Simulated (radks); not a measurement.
# Cs⁴⁵⁺ in [Ne]: an all-electron calculation

Aim: the levels, the sizes of the orbitals and the parts of the energy of the caesium ion Cs45+.

Program: radks (a radial shooting solver on a logarithmic mesh, Libxc functionals) version 1. Level of theory: non-relativistic Kohn-Sham, PW91, spin-unpolarised, spherical densities, point nucleus. These are calculated values, not measurements, unless marked.

## (1) Starting point

```
element       : caesium (Z = 55)
charge        : +45
electrons     : 10
configuration : [Ne]
```

The outer shells:

Cs⁴⁵⁺
```
[He] core
2s [↑↓]
2p [↑↓][↑↓][↑↓]
```

## (2) Self-consistent calculation

Settings of this run:

```text
Z 55
configuration [Ne]
relativity non-relativistic
functional pw91,pw91
spin unpolarised
nucleus point
```

On the command line:

```console
$ python run_ks.py task.json out
```

The same process makes all the runs of this session.

Q: Predict the outcome of this run.

**Answer**, as computed:

| quantity | value |
| --- | --- |
| total energy | -5583.1709 hartree |
| exchange-correlation share of it | 1.63 % |
| −T/E | 0.9999 |
| highest occupied level | 2p, -7846.2 eV |
| most extended occupied level | 2s, <r> = 0.116 bohr |
| radius at density 0.001 e/bohr³ | 0.431 bohr |
| maxima of the radial density | 2 |
| ionisation energy, NIST | 7989 (theory) eV |

The radial density shows 2 maxima for 2 occupied principal shells. The ratio −T/E is 0.9999; for a non-relativistic Coulomb system it is 1 up to the kinetic part of correlation. Minus the highest eigenvalue, 7846.2 eV, is 98 % of the tabulated ionisation energy (7989 eV). Relativity is left out here, which matters for elements this heavy.
